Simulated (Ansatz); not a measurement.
**C₃H₇BN₂: up Jacob's ladder to CCSD(T)**

An exercise on one series of results from a longer session: the logs are not shown, and one member is left open.

Program: Ansatz 0.2.0, Gaussian basis. Level of theory: functionals in def2-TZVPP, the program's frozen cores in correlated methods. These are calculated values, not measurements.

Levels to be run: LDA (SPW92), PBE-D4, revPBE-D4, BLYP-D4, r2SCAN-D4, B97M-V, PBE0-D4, B3LYP-D4, r2SCANh-D4, r2SCAN0-D4, HSE06-D4, BHLYP-D4, CAM-B3LYP-D4, LC-ωPBE, ωB97X-V, ωB97M-V, B2PLYP, PBE-QIDH; CCSD(T)/def2-SVP; CCSD(T)/def2-TZVPP; MP2/def2-QZVPP; extrapolation to the limit; RPA on PBE.

## Structure used throughout

An earlier PBE0-D4 in a triple-zeta def2 set relaxation fixed the geometry.

SMILES `BC1=NCN1C`, 13 atoms, charge 0, spin multiplicity 1.

Atoms are counted from 1 here; the program's logs count them from 0.

Bond lengths: B1–C2 1.544 Å, B1–H7 1.194 Å, B1–H8 1.190 Å, C2–N3 1.311 Å, C2–N5 1.399 Å, N3–C4 1.466 Å, C4–N5 1.467 Å, C4–H9 1.094 Å, C4–H10 1.094 Å, N5–C6 1.438 Å, C6–H11 1.092 Å, C6–H12 1.092 Å, C6–H13 1.100 Å. Angles: C2–B1–H7 120.6°, C2–B1–H8 118.2°, H7–B1–H8 121.1°, B1–C2–N3 128.9°, B1–C2–N5 131.8°, N3–C2–N5 99.3°, C2–N3–C4 87.0°, N3–C4–N5 89.5°, N3–C4–H9 112.3°, N3–C4–H10 114.5°, N5–C4–H9 113.6°, N5–C4–H10 115.2°, H9–C4–H10 110.3°, C2–N5–C4 83.8°, C2–N5–C6 125.7°, C4–N5–C6 125.1°, N5–C6–H11 109.0°, N5–C6–H12 109.8° and more.

The first run:

Input file in.yaml:

```yaml
crystal:
  periodic: [false, false, false]
  atoms:
    - {symbol: B, position_ang: [0.197336, -2.043116, -0.789296]}
    - {symbol: C, position_ang: [0.635562, -0.668499, -0.239603]}
    - {symbol: N, position_ang: [1.758744, -0.338488, 0.349834]}
    - {symbol: C, position_ang: [1.179677, 0.995736, 0.535141]}
    - {symbol: N, position_ang: [0.008810, 0.582044, -0.246785]}
    - {symbol: C, position_ang: [-1.359752, 0.836528, 0.114889]}
    - {symbol: H, position_ang: [-0.892990, -2.194044, -1.252553]}
    - {symbol: H, position_ang: [0.969229, -2.946988, -0.724673]}
    - {symbol: H, position_ang: [0.953127, 1.208978, 1.584289]}
    - {symbol: H, position_ang: [1.766423, 1.810077, 0.099890]}
    - {symbol: H, position_ang: [-2.014228, 0.269043, -0.549242]}
    - {symbol: H, position_ang: [-1.586379, 1.896204, -0.019309]}
    - {symbol: H, position_ang: [-1.595056, 0.557726, 1.152118]}
basis:
  gaussian: {orbitals: def2-TZVPP}
hamiltonian: {xc: lda}
output: {orbitals: {seedname: orbitals}}
```

Among the steps run: LDA; PBE-D4 (GGA); revPBE-D4 (GGA); BLYP-D4 (GGA); r2SCAN-D4 (meta-GGA); B97M-V (meta-GGA); PBE0-D4 (hybrid); B3LYP-D4 (hybrid); r2SCANh-D4 (hybrid); r2SCAN0-D4 (hybrid); HSE06-D4 (hybrid); BHLYP-D4 (hybrid); CAM-B3LYP-D4 (range-separated); LC-ωPBE (range-separated); ωB97X-V (range-separated); ωB97M-V (range-separated); B2PLYP (double hybrid); PBE-QIDH (double hybrid).

One table of the session follows, with a row left open; its other results are not shown here.

It belongs to the step «Frontier levels by functional». 

```
  functional  HOMO (eV)  LUMO (eV)  gap (eV)
 LDA (SPW92)          ?          ?         ?
      PBE-D4      -5.52      -3.45      2.07
   revPBE-D4      -5.45      -3.34      2.11
     BLYP-D4      -5.40      -3.30      2.10
   r2SCAN-D4      -5.72      -3.22      2.50
      B97M-V      -5.84      -3.29      2.54
     PBE0-D4      -6.76      -2.55      4.21
    B3LYP-D4      -6.55      -2.75      3.80
  r2SCANh-D4      -6.19      -2.90      3.29
  r2SCAN0-D4      -6.91      -2.42      4.49
    HSE06-D4      -6.36      -2.93      3.43
    BHLYP-D4      -7.90      -1.54      6.36
CAM-B3LYP-D4      -8.11      -1.46      6.65
     LC-ωPBE      -9.42      -0.30      9.12
     ωB97X-V      -9.08      -0.38      8.70
     ωB97M-V      -9.02      -0.56      8.46
```

**Question.** Estimate the row for LDA (SPW92).

**Answer.** HOMO (eV): -5.69; LUMO (eV): -3.70; gap (eV): 1.99. In the column «HOMO (eV)» it lies between r2SCAN-D4 (-5.72) and PBE-D4 (-5.52).
